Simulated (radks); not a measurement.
# Cl⁺ in [Ne] 3s2 3p4: an all-electron calculation

One table from this session's results is given with a row withheld; the runs are named, their logs left out.

Program: radks (a radial shooting solver on a logarithmic mesh, Libxc functionals) version 1. Level of theory: Dirac Kohn-Sham, exchange-only LDA, spin-unpolarised, spherical densities, point nucleus; open shells fill j = l - 1/2 first. These are calculated values, not measurements, unless marked.

### Starting point

```
element       : chlorine (Z = 17)
charge        : +1
electrons     : 16
configuration : [Ne] 3s2 3p4
```

The first run:

Settings of this run:

```text
Z 17
configuration [Ne] 3s2 3p4
relativity Dirac
functional lda,
spin unpolarised
j_filling energy
nucleus point
c 137.035999084
```

Steps of the session up to this table: Self-consistent calculation.

One of the session's tables, all rows but one given; the rest of the session is left out.

It belongs to the step «Orbitals and density». Radial moments (bohr):

```
level      <r>  outermost maximum (interpolated)  90 % within  nodes
1s1/2  0.09121                            0.0596        0.163      0
2s1/2   0.4459                             0.363        0.698      1
2p1/2   0.4062                             0.300        0.676      0
2p3/2   0.4085                             0.302        0.679      0
3s1/2        ?                                 ?            ?      ?
3p1/2    1.715                              1.39         2.68      1
3p3/2    1.723                              1.39         2.69      1
```

**Question.** Estimate the row for 3s1/2.

As computed: <r>: 1.495; outermost maximum (interpolated): 1.27; 90 % within: 2.26; nodes: 2. In the column «<r>» it lies between 2s1/2 (0.4459) and 3p1/2 (1.715).

To keep in mind: Spin polarisation and multiplet splitting are left out.
